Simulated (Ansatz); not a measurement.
## NbTe in Ansatz: the effect of strain

Crystal: NbTe.

```xyz
2
Lattice="3.5549 0.0000 0.0000 -1.7774 3.0786 0.0000 0.0000 0.0000 3.6942" Properties=species:S:1:pos:R:3 pbc="T T T"
Te    1.7774    1.0262    0.0000
Nb    0.0000    0.0000    1.8471
```

The cell comes from a database or a generator and needn't be the stable form of this composition.

Alike in all runs:

```yaml
Program: Ansatz 0.2.0
Task: band structure
Functional: PBEsol
Potentials_or_basis: Ansatz PAW
Cutoff: "420 eV (not typed: the program's choice for these potentials)"
k_mesh: 7 × 7 × 6
Occupations: fermi-dirac, width 0.05 eV
Spin: no spin polarisation
Kind_of_strain: biaxial
Path: "[[\"G\", \"M\", \"K\", \"G\", \"A\", \"L\", \"H\", \"A\"], [\"L\", \"M\"], [\"K\", \"H\"]]"
Points_for_each_segment_of_the_path: 14
```

Question: One run gave: pressure -5.2 GPa. Which strain did it use?
A. 0.01
B. 0.02
C. -0.01
D. 0
E. -0.04

Answer: D.

| strain | pressure (GPa) |
| --- | --- |
| -0.04 | 4.7 |
| -0.02 | -0.8 |
| -0.01 | -3.1 |
| 0 | -5.2 |
| 0.01 | -7.1 |
| 0.02 | -8.8 |
| 0.04 | -11.7 |

Caveats: the PAW data sets come from PBE, with cores solved anew for the run's functional, which leaves a small shift of forces and pressure.
